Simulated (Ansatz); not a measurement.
**C3H7BO: a ladder of functionals and wavefunction methods**

The task here is to estimate one member of a computed series from the others.

The runs use Ansatz 0.2.0, Gaussian basis; functionals in def2-TZVPP, the program's frozen cores in correlated methods.

The runs, in order: LDA (SPW92), PBE-D4, revPBE-D4, BLYP-D4, r2SCAN-D4, B97M-V, PBE0-D4, B3LYP-D4, r2SCANh-D4, r2SCAN0-D4, HSE06-D4, BHLYP-D4, CAM-B3LYP-D4, LC-ωPBE, ωB97X-V, ωB97M-V, B2PLYP, PBE-QIDH; CCSD(T)/def2-SVP; CCSD(T)/def2-TZVPP; MP2/def2-QZVPP; extrapolation to the limit; RPA on PBE.

### The geometry

An earlier PBE0-D4 in a triple-zeta def2 set relaxation fixed the geometry.

SMILES `CB1OC1C`, 12 atoms, charge 0, spin multiplicity 1.

Atoms are counted from 1 here; the program's logs count them from 0.

Bond lengths: C1–B2 1.544 Å, C1–H6 1.091 Å, C1–H7 1.094 Å, C1–H8 1.094 Å, B2–O3 1.335 Å, B2–C4 1.517 Å, O3–C4 1.507 Å, C4–C5 1.497 Å, C4–H9 1.089 Å, C5–H10 1.092 Å, C5–H11 1.094 Å, C5–H12 1.094 Å. Angles: B2–C1–H6 112.7°, B2–C1–H7 110.1°, B2–C1–H8 110.3°, H6–C1–H7 108.7°, H6–C1–H8 108.8°, H7–C1–H8 106.1°, C1–B2–O3 138.6°, C1–B2–C4 157.9°, O3–B2–C4 63.4°, B2–O3–C4 64.2°, B2–C4–O3 52.4°, B2–C4–C5 125.1°, B2–C4–H9 119.9°, O3–C4–C5 114.6°, O3–C4–H9 110.3°, C5–C4–H9 114.4°, C4–C5–H10 111.8°, C4–C5–H11 111.6° and more.

Set-up of the first run:

The input, in.yaml:

```yaml
crystal:
  periodic: [false, false, false]
  atoms:
    - {symbol: C, position_ang: [-2.115363, 0.231482, 0.008940]}
    - {symbol: B, position_ang: [-0.616454, 0.286006, 0.375007]}
    - {symbol: O, position_ang: [0.162411, 0.085424, 1.439959]}
    - {symbol: C, position_ang: [0.876384, 0.454237, 0.165372]}
    - {symbol: C, position_ang: [1.795549, -0.602974, -0.362951]}
    - {symbol: H, position_ang: [-2.747114, -0.028937, 0.860054]}
    - {symbol: H, position_ang: [-2.280834, -0.500434, -0.787629]}
    - {symbol: H, position_ang: [-2.443007, 1.195179, -0.392085]}
    - {symbol: H, position_ang: [1.330902, 1.439703, 0.259290]}
    - {symbol: H, position_ang: [1.297312, -1.571506, -0.440802]}
    - {symbol: H, position_ang: [2.678966, -0.722302, 0.271585]}
    - {symbol: H, position_ang: [2.137948, -0.321079, -1.362739]}
basis:
  gaussian: {orbitals: def2-TZVPP}
hamiltonian: {xc: lda}
output: {orbitals: {seedname: orbitals}}
```

Steps of the session up to this table: LDA; PBE-D4 (GGA); revPBE-D4 (GGA); BLYP-D4 (GGA); r2SCAN-D4 (meta-GGA); B97M-V (meta-GGA); PBE0-D4 (hybrid); B3LYP-D4 (hybrid); r2SCANh-D4 (hybrid); r2SCAN0-D4 (hybrid); HSE06-D4 (hybrid); BHLYP-D4 (hybrid); CAM-B3LYP-D4 (range-separated); LC-ωPBE (range-separated); ωB97X-V (range-separated); ωB97M-V (range-separated); B2PLYP (double hybrid); PBE-QIDH (double hybrid).

One of the session's tables, all rows but one given; the rest of the session is left out.

It belongs to the step «Orbital energies across the functionals». 

| functional | HOMO (eV) | gap (eV) |
| --- | --- | --- |
| LDA (SPW92) | -6.28 | 5.31 |
| PBE-D4 | -6.15 | 5.45 |
| revPBE-D4 | ? | ? |
| BLYP-D4 | -6.06 | 5.49 |
| r2SCAN-D4 | -6.36 | 6.06 |
| B97M-V | -6.43 | 6.14 |
| PBE0-D4 | -7.47 | 7.80 |
| B3LYP-D4 | -7.28 | 7.36 |
| r2SCANh-D4 | -6.86 | 6.91 |
| r2SCAN0-D4 | -7.61 | 8.18 |
| HSE06-D4 | -7.07 | 7.01 |
| BHLYP-D4 | -8.74 | 10.05 |
| CAM-B3LYP-D4 | -8.91 | 10.32 |
| LC-ωPBE | -10.25 | 12.93 |
| ωB97X-V | -9.88 | 12.39 |
| ωB97M-V | -9.77 | 11.82 |

Q: Estimate the row for revPBE-D4 from the others.

The run gave: HOMO (eV): -6.09; gap (eV): 5.51. In the column «HOMO (eV)» it lies between PBE-D4 (-6.15) and BLYP-D4 (-6.06).
